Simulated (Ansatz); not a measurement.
Below is the output of a Python script on the Ansatz DFT code, driven from Python that makes a single point from a YAML input of YAsSe, space group Pnma. Write a script that gives it. Level of theory: LDA, PAW, the default cutoff (420 eV here), 1×5×4 k-points, fixed occupations.

Input file `scf.yaml`:
```yaml
crystal:
  lattice:
    - [17.535621, 0.0, 0.0]
    - [0.0, 3.899756, 0.0]
    - [0.0, 0.0, 3.943966]
  atoms:
    - { symbol: "Y", position: [0.860075, 0.75, 0.239277] }
    - { symbol: "Y", position: [0.360075, 0.75, 0.260723] }
    - { symbol: "Y", position: [0.139925, 0.25, 0.760723] }
    - { symbol: "Y", position: [0.639925, 0.25, 0.739277] }
    - { symbol: As, position: [0.501729, 0.25, 0.209202] }
    - { symbol: As, position: [0.001729, 0.25, 0.290798] }
    - { symbol: As, position: [0.498271, 0.75, 0.790798] }
    - { symbol: As, position: [0.998271, 0.75, 0.709202] }
    - { symbol: Se, position: [0.687266, 0.75, 0.24204] }
    - { symbol: Se, position: [0.187266, 0.75, 0.25796] }
    - { symbol: Se, position: [0.312734, 0.25, 0.75796] }
    - { symbol: Se, position: [0.812734, 0.25, 0.74204] }
kpoints:
  mp_grid: { kspacing: 0.4 }
hamiltonian:
  xc: lda
scf:
  occupations: { method: fixed }
output:
  forces: true
  stress: true
```

Output of `python yaml_run.py`:
```text
sections: ['crystal', 'kpoints', 'hamiltonian', 'scf', 'output']
DeckWarning: basis.ecutwfc = 420 eV, auto-derived from the records' recommended cutoffs: set by Y (normal level)
F = -55628.1457 eV for 12 atoms
E(sigma -> 0) = -55628.1457 eV, TS = 0.0 eV
closed by deck_thresholds after 7 iterations
[INFO] forces (eV/A)
[INFO]   Y     0.0351   -0.0000    0.0062
[INFO]   Y     0.0351    0.0000   -0.0062
[INFO]   Y    -0.0351    0.0000   -0.0062
[INFO]   Y    -0.0351   -0.0000    0.0062
[INFO]   As    0.0435    0.0000   -0.1131
[INFO]   As    0.0435   -0.0000    0.1131
[INFO]   As   -0.0435   -0.0000    0.1131
[INFO]   As   -0.0435    0.0000   -0.1131
[INFO]   Se    0.0497   -0.0000   -0.0074
[INFO]   Se    0.0497    0.0000    0.0074
[INFO]   Se   -0.0497    0.0000    0.0074
[INFO]   Se   -0.0497   -0.0000   -0.0074
stress xx yy zz yz xz xy (GPa, compression positive): -4.596 -5.013 -5.012 -0.000 0.000 0.000
P = -48.74 kbar
{'e_kinetic': 2118.426, 'e_hartree': 9018.88, 'e_xc': -1426.205, 'e_local': -18024.321, 'e_nonlocal': -4807.2}
```
(Warnings from the package without file and line, repeats left out.)

One script that gives this output:

Script `yaml_run.py`:
```python
import logging
import sys

import ansatz as az
import numpy as np
import yaml

logging.basicConfig(stream=sys.stdout, format="[%(levelname)s] %(message)s")
logger = logging.getLogger("ansatz_job")
logger.setLevel(logging.INFO)


def main() -> None:
    with open("scf.yaml") as handle:
        tree = yaml.safe_load(handle)
    print("sections:", list(tree))
    result = az.Session.from_dict(tree).plan(threads=1).execute()
    r = result.report

    n_atoms = len(r["lattice"]["sites"])
    print("F =", round(r["free_energy_ev"], 4), "eV for", n_atoms, "atoms")
    print("E(sigma -> 0) =", round(r["energy_sigma0_ev"], 4), "eV, TS =", round(r["entropy_ts_ev"], 5), "eV")
    print("closed by", r["closed_by"], "after", r["n_iterations"], "iterations")

    logger.info("forces (eV/A)")
    for site, force in zip(result.lattice.sites, r["forces_ev_ang"]):
        logger.info(f"  {site.symbol:2s} {force[0]:9.4f} {force[1]:9.4f} {force[2]:9.4f}")

    sigma = r["stress_gpa"]
    voigt = [sigma[0][0], sigma[1][1], sigma[2][2], sigma[1][2], sigma[0][2], sigma[0][1]]
    print("stress xx yy zz yz xz xy (GPa, compression positive):", " ".join(f"{s:.3f}" for s in voigt))
    print("P =", round(10 * float(np.mean(voigt[:3])), 2), "kbar")

    terms = r["components"]
    print({name: round(terms[name], 3) for name in ("e_kinetic", "e_hartree", "e_xc", "e_local", "e_nonlocal")})


if __name__ == "__main__":
    main()
```

Notes:
- Absolute energies stand on the zero of these potentials, so only differences at equal settings mean something. A total without «per atom» is that of the cell as typed.
- No spin polarisation was allowed.
- The energy terms are those on the plane-wave grid, with the one-centre PAW part apart; the terms shown are only some of the summands, so they needn't add up to F.
- The structure comes from a database of computed cells and needn't be a stable or known phase.
- The whole script took 9.2 s on 1 thread of Intel(R) Xeon(R) Platinum 8488C (Sapphire Rapids), on a shared host, peak memory 0.68 GiB.

(Lines on the test bed's own set-up are left out of the output.)
